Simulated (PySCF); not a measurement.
**The bond of SbCl, level by level**

One job finds the state of SbCl, follows it along the bond with each method and fits the curves.

The runs use PySCF 2.14.0; Sb x2c-SVPall, Cl x2c-SVPall, spin-free X2C with a Gaussian nucleus.

### Step 1. The job

The job is set up so:

```json
{
 "atoms": "Sb, Cl",
 "charge": "0",
 "basis": "Sb x2c-SVPall, Cl x2c-SVPall",
 "Hamiltonian": "spin-free X2C with a Gaussian nucleus",
 "basis functions": "54",
 "electrons treated": "68",
 "masses in u": "120.9038, 34.9689",
 "levels": "PBE0, PBE, r²SCAN, M06-2X, B2PLYP, TPSSh, HSE06, HF, MP2, SCS-MP2, CCSD, CCSD(T)",
 "grid": "80 radial by 434 angular points",
 "occupations": "held fixed by the projection of orbital angular momentum",
 "dissociation limit": "Sb + Cl, each in its ground configuration",
 "starting distance in angstrom": "2.335",
 "values of 2S to try": "0, 2, 4"
}
```

On the command line:

```bash
> OMP_NUM_THREADS=1 python dia.py task.json out
```

Further steps of the session: PBE0 along the bond; Other states along the same grid; PBE (GGA); r²SCAN; M06-2X (hybrid meta-GGA); B2PLYP; TPSSh (hybrid meta-GGA); HSE06; UHF; Adding correlation.

Q: Predict the outcome of this session. Wanted: for each run, Re; ωe; De; μ.

**Answer**, as computed:

Lowest PBE0 solution found, without spin–orbit coupling: ³Σ⁻ (triplet), unpaired electrons π ↑↑. State 2 has its PBE0 minimum 0.31 eV higher, as a spin-mixed determinant (⟨S²⟩ = 1.01), so this is no gap between pure states. State 3 has its PBE0 minimum 1.23 eV higher. The other levels ran on the lowest alone.

```tsv
level	Re (Å)	ωe (cm⁻¹)	De (eV)	μ (D)
UHF	2.390	367	1.57	-2.93
UHF-MP2	2.379	371	2.45	n/a
UHF-SCS-MP2	2.388	365	2.39	n/a
UHF-CCSD	2.391	362	2.30	n/a
UHF-CCSD(T)	2.395	359	2.40	n/a
PBE	2.390	358	3.31	-2.04
r²SCAN	2.378	367	3.12	-2.21
TPSSh	2.382	365	3.15	-2.26
PBE0	2.371	371	3.06	-2.29
HSE06	2.374	370	3.10	-2.26
M06-2X	2.383	368	2.87	-2.55
B2PLYP	2.385	365	2.85	-2.56
```

De is counted to Sb + Cl in their ground configurations. A positive dipole means Sb(−)Cl(+).

Differences from CCSD(T) in the same basis:

```tsv
level	Re (mÅ)	ωe (%)
UHF	-4	+2.2
UHF-MP2	-15	+3.4
UHF-SCS-MP2	-6	+1.7
UHF-CCSD	-4	+0.9
PBE	-4	-0.3
r²SCAN	-17	+2.2
TPSSh	-12	+1.7
PBE0	-23	+3.4
HSE06	-21	+3.0
M06-2X	-12	+2.5
B2PLYP	-10	+1.7
```

Judged by CCSD(T) in the same basis: best bond length UHF and UHF-CCSD and PBE (-4 mÅ), worst PBE0 (-23 mÅ); best wavenumber PBE (-0.3 %), worst UHF-MP2 and PBE0 (+3.4 %). Hartree–Fock makes the bond too short and too stiff against this reference, as it mostly does. CCSD(T) in a basis this small is itself some way from its limit, more so than the functionals. Of the levels with a De here, UHF gives the least (1.57 eV) and PBE the most (3.31 eV).

Correlated steps freeze 23 core orbitals. These are scalar-relativistic numbers at best; spin–orbit coupling would shift them, the dissociation energy most. B2PLYP dipoles, levels and charges come from its SCF part alone. With spin–orbit coupling the term label itself may not hold.
